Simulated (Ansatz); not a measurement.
# NaH4: the cost of one run

Computed with Ansatz 0.2.0 (DFT PBE, scalar-relativistic, plane waves, PAW, unless a step's input says otherwise).

## 1. The starting structure

It takes space group Amm2 (No. 38, orthorhombic). Conventional cell: a = 2.876 Å, b = 6.474 Å, c = 5.571 Å, α = 90.00°, β = 90.00°, γ = 90.00°. Na (site symmetry mm2) is surrounded by 12 H at 2.42 to 2.68 Å. H (site symmetry m) is surrounded by 1 H at 1.23 Å. H (site symmetry m) is surrounded by 2 H at 1.81 Å and 2 Na at 2.50 Å.

Coordinates:

```
Na H
1.0
     2.87599    0.00000    0.00000
     0.00000    3.23703    2.78553
     0.00000   -3.23703    2.78553
Na H
1 4
Direct
  0.50000 0.67397 0.67397
  0.50000 0.34881 0.15911
  0.50000 0.15911 0.34881
  0.00000 0.13777 0.60157
  0.00000 0.60157 0.13777
```

Recipe of the guess: random cell by space group and Wyckoff sites (Amm2, No. 38). Its size is a rough estimate.

## 2. Probe: one point on a coarse mesh

File input.yaml:

```yaml
crystal:
  lattice:
    - [2.87598857, 0.0, 0.0]
    - [0.0, 3.23703292, 2.78552928]
    - [0.0, -3.23703292, 2.78552928]
  atoms:
    - { symbol: Na, position: [0.5, 0.67396835, 0.67396835] }
    - { symbol: H, position: [0.5, 0.34880871, 0.15911287] }
    - { symbol: H, position: [0.5, 0.15911287, 0.34880871] }
    - { symbol: H, position: [0.0, 0.13777489, 0.60156764] }
    - { symbol: H, position: [0.0, 0.60156764, 0.13777489] }
basis:
  ecutwfc: 420
kpoints:
  mp_grid: { grid: [6, 4, 4] }
hamiltonian:
  xc: pbe
scf:
  occupations: { method: gaussian, width: 0.1 }
  lower_state_search: "off"
output:
  forces: true
  stress: true
  eigenvalues: true
```

Launch:

```bash
$ ansatz run input.yaml --threads 1 --pin off --max-ram 2048MiB --backend cpu --events-out ev --progress --plain --runs-dir out
```

What time and memory should one allow on 1 thread of Arm Neoverse V1, shared host?

About 1.5 s, with a peak of 0.27 GiB.
